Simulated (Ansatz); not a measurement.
This script for a rigid scan of one bond angle of GeH4OSe, SMILES [OH][GeH2][SeH] with the Python package of Ansatz (0.2.0) holds a mistake.

Script `bend_geh4ose.py`:
```python
'''Bending curve of GeH4OSe.'''

import ansatz as az
from ase import Atoms

atoms = Atoms(['O', 'Ge', 'Se', 'H', 'H', 'H', 'H'], positions=[
    (-1.2865, -0.4526, -0.7936),
    (-0.179, 0.55, 0.1594),
    (1.6155, -0.804, 0.7619),
    (-1.5388, -1.1308, -0.2051),
    (0.3366, 1.7405, -0.7029),
    (-0.8787, 1.0997, 1.4342),
    (1.9922, -1.0708, -0.6996),
])

# start the scan from a relaxed geometry
first = (
    az.Crystal.molecule_from_ase(atoms).calculation()
    .functional('cam_b3lyp')
    .relax(force_tolerance=0.02, max_steps=30)
)
atoms.positions = first.run().report['positions_ang']

rows = []
for angle in [90, 100, 110, 120, 135, 150, 165, 179]:
    bent = atoms.copy()
    bent.set_angle(1, 0, 3, angle, indices=[3])
    calculation = (
        az.Crystal.molecule_from_ase(bent).calculation()
        .functional('cam_b3lyp')
    )
    rows.append((angle, calculation.run().report['free_energy_ev']))
floor = min(e for _, e in rows)
for angle, e in rows:
    print(f'angle Ge1-O0-H3 = {angle:3d} deg   {1000 * (e - floor):9.1f} meV')
```

Output of `python bend_geh4ose.py`:
```text
Traceback (most recent call last):
  File "bend_geh4ose.py", line 22, in <module>
    atoms.positions = first.run().report['positions_ang']
                      ~~~~~~~~~^^
  ...
ansatz.RefusalError: crystal.periodic: [false, false, false] — plane waves serve no molecule in free space; run it in a periodic box (the manual's SCF settings, § Molecules in a box). Leave crystal.periodic out and type crystal.lattice, kpoints, scf.occupations.method, an open shell's moments and, for an ion, output.charged_corrections. Or set basis.gaussian
```
(Library frames cut from the traceback.)

What is wrong, and how is it mended?

The fault: no basis is stated. Mended:

```diff
--- before
+++ after
@@ -18,4 +18,5 @@
     az.Crystal.molecule_from_ase(atoms).calculation()
+    .basis(gaussian='def2-SVP')
     .functional('cam_b3lyp')
-    .relax(force_tolerance=0.02, max_steps=30)
+    .relax(force_tolerance=0.02, max_steps=80)
 )
@@ -29,2 +30,3 @@
         az.Crystal.molecule_from_ase(bent).calculation()
+        .basis(gaussian='def2-SVP')  # atom-centred Gaussian functions
         .functional('cam_b3lyp')
```

With that change:

```console
$ python bend_geh4ose.py
angle Ge1-O0-H3 =  90 deg       269.9 meV
angle Ge1-O0-H3 = 100 deg        77.5 meV
angle Ge1-O0-H3 = 110 deg         0.0 meV
angle Ge1-O0-H3 = 120 deg         9.3 meV
angle Ge1-O0-H3 = 135 deg       132.4 meV
angle Ge1-O0-H3 = 150 deg       315.4 meV
angle Ge1-O0-H3 = 165 deg       480.6 meV
angle Ge1-O0-H3 = 179 deg       562.0 meV
```

The scan is rigid, and the energies are electronic, in a modest basis. The zero is the lowest point of the grid, which needn't be the minimum. Wall time of the script: 84 s on 1 thread of Arm Neoverse V2, on a shared host, peak memory 0.34 GiB.

(Lines on the test bed's own set-up are left out of the output.)
